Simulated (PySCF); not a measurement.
# A diatomic session: GaI

An exercise on one series of results from a longer session: the logs are not shown, and one member is left open.

Method: Ga cc-pVDZ-PP with ECP10, I cc-pVDZ-PP with ECP28, scalar-relativistic core potentials; program: PySCF 2.14.0.

The first run:

A driver script around PySCF takes these settings:

```json
{"atoms": "Ga, I", "charge": "0", "basis": "Ga cc-pVDZ-PP with ECP10, I cc-pVDZ-PP with ECP28", "Hamiltonian": "scalar-relativistic core potentials", "basis functions": "46", "electrons treated": "46", "masses in u": "68.9256, 126.9045", "levels": "PBE0, PBE, r²SCAN, PBEsol, BLYP, PW91, CAM-B3LYP, HF, MP2, SCS-MP2, CCSD, CCSD(T)", "grid": "80 radial by 434 angular points", "occupations": "held fixed by the projection of orbital angular momentum", "dissociation limit": "Ga + I, each in its ground configuration", "starting distance in angstrom": "2.515", "values of 2S to try": "0, 2"}
```

Launch:

```sh
$ OMP_NUM_THREADS=1 python dia.py task.json out
```

Among the steps run: The job; PBE0 along the bond; Other states along the same grid; PBE (GGA); r²SCAN; PBEsol (GGA); BLYP (GGA); PW91 (GGA); CAM-B3LYP; RHF (mean field); Adding correlation.

One of the session's tables, all rows but one given; the rest of the session is left out.

Energy (eV) from each level's lowest point:

```
R (Å)    RHF  RHF-MP2  RHF-SCS-MP2  RHF-CCSD  RHF-CCSD(T)
2.251  0.921    0.829        0.860       n/a          n/a
2.355  0.431    0.363        0.384     0.383        0.380
2.460      ?        ?            ?         ?            ?
2.538  0.045    0.023        0.030     0.029        0.028
2.617  0.000    0.000        0.000     0.000        0.000
2.696  0.003    0.025        0.019     0.020        0.021
2.800  0.062    0.114        0.100     0.101        0.104
2.931  0.195    0.286        0.261     0.264        0.268
3.088  0.408    0.542        0.507     0.510        0.517
3.297  0.733    0.920        0.873       n/a          n/a
```

Estimate the missing values for R (Å) = 2.460.

Worked estimate for «RHF». A straight line through the neighbours (2.355, 0.431) and (2.538, 0.045) gives 0.431 + (0.045 − 0.431) × (2.460 − 2.355) / (2.538 − 2.355) = 0.210; a parabola fitted to 4 rows on both sides gives 0.142.

**Answer.** RHF: 0.153; RHF-MP2: 0.111; RHF-SCS-MP2: 0.124; RHF-CCSD: 0.123; RHF-CCSD(T): 0.121. In «RHF» the line misses by +0.057 and the parabola by -0.011.

State 2 has its PBE0 minimum 3.16 eV higher. The other levels ran on the lowest alone.
